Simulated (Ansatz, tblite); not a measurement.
# C10H22S: rung by rung

The task here is to estimate one member of a computed series from the others.

Program: Ansatz 0.2.0, Gaussian basis. Level of theory: as each input shows. These are calculated values, not measurements.

Levels to be run: GFN1-xTB, GFN2-xTB, PBE-D4/def2-TZVP, r2SCAN-D4/def2-TZVP, BLYP-D4/def2-TZVP, revPBE-D4/def2-TZVP, PBE-D4/def2-SVP, PBE0-D4/def2-SVP, MP2/def2-SVP, RPA/def2-SVP.

1 further run of the same task is left out (it didn't finish).

## The geometry

The geometry is that of the singlet, from an earlier relaxation (r2SCAN-D4/def2-SVP).

SMILES `CCCCCCCCCCS`, 33 atoms, charge 0, spin multiplicity 1.

Bond lengths: C1–C2 1.527 Å, C1–H12 1.104 Å, C1–H13 1.102 Å, C1–H14 1.102 Å, C2–C3 1.531 Å, C2–H15 1.106 Å, C2–H16 1.105 Å, C3–C4 1.529 Å, C3–H17 1.106 Å, C3–H18 1.108 Å, C4–C5 1.529 Å, C4–H19 1.106 Å, C4–H20 1.106 Å, C5–C6 1.531 Å, C5–H21 1.107 Å, C5–H22 1.106 Å, C6–C7 1.530 Å, C6–H23 1.108 Å and more. Angles: C2–C1–H12 111.1°, C2–C1–H13 111.3°, C2–C1–H14 112.0°, H12–C1–H13 107.6°, H12–C1–H14 107.5°, H13–C1–H14 107.3°, C1–C2–C3 114.3°, C1–C2–H15 109.5°, C1–C2–H16 109.1°, C3–C2–H15 109.1°, C3–C2–H16 108.7°, H15–C2–H16 105.8°, C2–C3–C4 114.7°, C2–C3–H17 109.0°, C2–C3–H18 109.3°, C4–C3–H17 108.7°, C4–C3–H18 109.2°, H17–C3–H18 105.7° and more.

As a file:

```xyz
33
charge 0, multiplicity 1
C     4.6350    1.2604    0.7095
C     4.3755   -0.2439    0.6712
C     3.2998   -0.6712   -0.3304
C     1.8993   -0.1373   -0.0293
C     0.8429   -0.6586   -1.0036
C    -0.5596   -0.0782   -0.8048
C    -1.2132   -0.4546    0.5261
C    -2.6205    0.1139    0.7235
C    -3.6666   -0.4386   -0.2435
C    -5.0890    0.0412    0.0299
S    -5.3481    1.8494   -0.1377
H     4.9029    1.6420   -0.2907
H     5.4638    1.5066    1.3920
H     3.7515    1.8225    1.0521
H     4.0901   -0.5957    1.6806
H     5.3166   -0.7677    0.4259
H     3.2577   -1.7758   -0.3637
H     3.5997   -0.3517   -1.3476
H     1.8994    0.9684   -0.0619
H     1.6297   -0.4107    1.0080
H     0.7944   -1.7626   -0.9318
H     1.1773   -0.4409   -2.0348
H    -0.5158    1.0254   -0.8866
H    -1.1993   -0.4175   -1.6387
H    -0.5774   -0.1036    1.3576
H    -1.2440   -1.5586    0.6148
H    -2.9532   -0.0988    1.7567
H    -2.5955    1.2149    0.6357
H    -3.6686   -1.5449   -0.1880
H    -3.3996   -0.1883   -1.2864
H    -5.3758   -0.1715    1.0741
H    -5.8147   -0.4819   -0.6131
H    -5.0947    1.9081   -1.4651
```

PBE0-D4/def2-TZVP was run before; its log isn't repeated, and its numbers join the tables.

Set-up of the first run:

Tight binding, by tblite at 300 K electronic temperature and without a spin-polarisation term:

```python
tblite.interface.Calculator('GFN1-xTB', numbers, positions, charge=0, uhf=0).singlepoint()
```

Tight binding, by tblite at 300 K electronic temperature and without a spin-polarisation term:

```python
tblite.interface.Calculator('GFN2-xTB', numbers, positions, charge=0, uhf=0).singlepoint()
```

start.molden holds the orbitals of an earlier run on this state, given as this run's starting guess.

File in.yaml:

```yaml
crystal:
  periodic: [false, false, false]
  atoms:
    - {symbol: C, position_ang: [4.635031, 1.260401, 0.709504]}
    - {symbol: C, position_ang: [4.375537, -0.243922, 0.671205]}
    - {symbol: C, position_ang: [3.299776, -0.671231, -0.330442]}
    - {symbol: C, position_ang: [1.899291, -0.137252, -0.029263]}
    - {symbol: C, position_ang: [0.842868, -0.658619, -1.003597]}
    - {symbol: C, position_ang: [-0.559602, -0.078240, -0.804781]}
    - {symbol: C, position_ang: [-1.213240, -0.454636, 0.526087]}
    - {symbol: C, position_ang: [-2.620460, 0.113866, 0.723540]}
    - {symbol: C, position_ang: [-3.666642, -0.438630, -0.243526]}
    - {symbol: C, position_ang: [-5.088998, 0.041226, 0.029931]}
    - {symbol: S, position_ang: [-5.348113, 1.849350, -0.137726]}
    - {symbol: H, position_ang: [4.902910, 1.642001, -0.290679]}
    - {symbol: H, position_ang: [5.463833, 1.506567, 1.392046]}
    - {symbol: H, position_ang: [3.751506, 1.822539, 1.052062]}
    - {symbol: H, position_ang: [4.090127, -0.595745, 1.680633]}
    - {symbol: H, position_ang: [5.316649, -0.767681, 0.425920]}
    - {symbol: H, position_ang: [3.257681, -1.775796, -0.363698]}
    - {symbol: H, position_ang: [3.599650, -0.351653, -1.347582]}
    - {symbol: H, position_ang: [1.899439, 0.968420, -0.061859]}
    - {symbol: H, position_ang: [1.629667, -0.410730, 1.008047]}
    - {symbol: H, position_ang: [0.794413, -1.762613, -0.931835]}
    - {symbol: H, position_ang: [1.177312, -0.440908, -2.034788]}
    - {symbol: H, position_ang: [-0.515842, 1.025400, -0.886625]}
    - {symbol: H, position_ang: [-1.199319, -0.417479, -1.638740]}
    - {symbol: H, position_ang: [-0.577429, -0.103587, 1.357567]}
    - {symbol: H, position_ang: [-1.243970, -1.558601, 0.614813]}
    - {symbol: H, position_ang: [-2.953160, -0.098786, 1.756661]}
    - {symbol: H, position_ang: [-2.595489, 1.214923, 0.635733]}
    - {symbol: H, position_ang: [-3.668584, -1.544942, -0.188035]}
    - {symbol: H, position_ang: [-3.399579, -0.188331, -1.286415]}
    - {symbol: H, position_ang: [-5.375798, -0.171527, 1.074060]}
    - {symbol: H, position_ang: [-5.814733, -0.481876, -0.613138]}
    - {symbol: H, position_ang: [-5.094740, 1.908112, -1.465062]}
basis:
  gaussian: {orbitals: def2-TZVP, initial_orbitals: start.molden}
hamiltonian: {xc: pbe, dispersion: d4}
scf: {omitted_lower_state_checks: [starts]}
output: {orbitals: {seedname: orbitals}}
```

Run with:

```bash
$ ansatz run in.yaml --threads 4 --pin off --events-out ev --progress --plain --max-ram 6963MiB
```

Among the steps run: PBE-D4/def2-TZVP; r2SCAN-D4/def2-TZVP; BLYP-D4/def2-TZVP; revPBE-D4/def2-TZVP; PBE-D4/def2-SVP; PBE0-D4/def2-SVP; MP2/def2-SVP; RPA/def2-SVP.

One table of the session follows, with a row left open; its other results are not shown here.

It belongs to the step «Binding energy». 

| level | binding an atom (eV) |
| --- | --- |
| HF/def2-SVP | 3.151 |
| PBE-D4/def2-SVP | 4.212 |
| PBE-D4/def2-TZVP | 4.173 |
| revPBE-D4/def2-TZVP | 4.090 |
| BLYP-D4/def2-TZVP | 4.071 |
| r2SCAN-D4/def2-TZVP | 4.106 |
| PBE0-D4/def2-SVP | 4.173 |
| PBE0-D4/def2-TZVP | ? |
| MP2/def2-SVP | 3.972 |

Estimate the missing values for PBE0-D4/def2-TZVP.

The run gave: binding an atom (eV): 4.131. In the column «binding an atom (eV)» it lies between r2SCAN-D4/def2-TZVP (4.106) and PBE-D4/def2-TZVP (4.173).

To keep in mind: Free atoms were run apart at each level; binding is atoms less cluster, divided by the number of atoms, without zero-point or spin-orbit terms.
